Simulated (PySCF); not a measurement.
# C3H7BCl2Ge: the cost of one run

Programs: PySCF 2.14.0, with density-fitted response routines of our own. Each step states its level of theory. These are calculated values for one molecule in the gas phase, unless marked as measured. Atoms count from 0, in the outputs and in this text.

### 1 The molecule as given

14 atoms, charge 0, multiplicity 1; geometry from: GFN2-xTB.

Bonds of the start (Å): Cl0–B1 1.71, B1–Cl2 1.71, B1–Ge3 2.03, Ge3–C4 1.97, C4–C5 1.50, C5–C6 1.49, C6–C4 1.50, Ge3–H7 1.50, Ge3–H8 1.50, C4–H9 1.08, C5–H10 1.08, C5–H11 1.08, C6–H12 1.08, C6–H13 1.08.

### 2 Excited states and response: CAM-B3LYP/def2-SVPD

Job settings and geometry (Å):

```
{"job": {"kind": "uv", "xc": "CAM-B3LYP", "basis": "def2-SVPD", "nstates": 8, "ntriplets": 3}, "charge": 0, "multiplicity": 1}
Cl     1.852627     2.335375     0.608609
B      2.076999     0.643341     0.532292
Cl     3.020882    -0.106568     1.742064
Ge     1.155625    -0.460737    -0.901577
C     -0.764779    -0.625466    -0.515193
C     -1.267478    -0.396776     0.882241
C     -1.554102     0.607936    -0.180488
H      1.724222    -1.844558    -1.027748
H      1.279002     0.125381    -2.279824
H     -1.290413    -1.379990    -1.086987
H     -0.553096    -0.132885     1.651123
H     -2.079830    -1.009200     1.244284
H     -1.036035     1.555956    -0.137273
H     -2.564302     0.687717    -0.553689
```

Method: TDDFT CAM-B3LYP/def2-SVPD, vertical, gas phase, core orbitals frozen in the response.

Launch:

```sh
OMP_NUM_THREADS=1 python probes_run.py task.json out
```

This one command runs all jobs of the session in turn.

Q: Estimate the wall time and peak memory of this job on 1 thread of Arm Neoverse N1, shared host.

About 2 min, with a peak of 0.98 GiB.
